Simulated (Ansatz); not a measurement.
# In3Se under changes of volume

One of the cells (27.713 Å³/atom); the others are scaled copies at fixed shape and fractional positions:

```
CELL_PARAMETERS angstrom
4.80376 0.00000 0.00000
0.00000 4.80376 0.00000
0.00000 0.00000 4.80376
ATOMIC_POSITIONS crystal
In 0.50000 0.50000 0.00000
In 0.50000 0.00000 0.50000
In 0.00000 0.50000 0.50000
Se 0.00000 0.00000 0.00000
```

The cell comes from a database or a generator and needn't be the stable form of this composition.

```yaml
Program: Ansatz 0.2.0
Functional: LDA
Potentials_or_basis: all-electron LAPW, scalar-relativistic
Cutoff: 147 eV (chosen from the basis error)
Basis_error_allowed: 0.002 eV/atom
k_mesh: 6 × 6 × 6
Occupations: fermi-dirac, width 0.05 eV
Spin: no spin polarisation
```

| volume (Å³/atom) | energy over the lowest point (meV/atom) | pressure (GPa) |
| --- | --- | --- |
| 26.050 | 0.00 | -2.4 |
| 26.604 | 9.84 | -3.1 |
| 27.159 | ? | ? |
| 27.713 | 35.87 | -4.3 |
| 28.267 | 51.51 | -4.7 |
| 28.822 | 68.61 | -5.1 |
| 29.376 | 87.01 | -5.5 |

Question: What does the run at 27.159 Å³/atom give?

Answer: Energy over the lowest point 21.91 meV/atom; pressure -3.8 GPa.

Worked out: A Birch-Murnaghan fit of order 3 (a polynomial in V^(-2/3)) to the other rows has no minimum within the range. It gives 21.91 meV/atom at 27.159 Å³/atom, against the run's 21.91, and -dE/dV = -3.8 GPa, against -3.8.

Energies are extrapolated to zero smearing.

The runs don't all hold the same shells in valence.
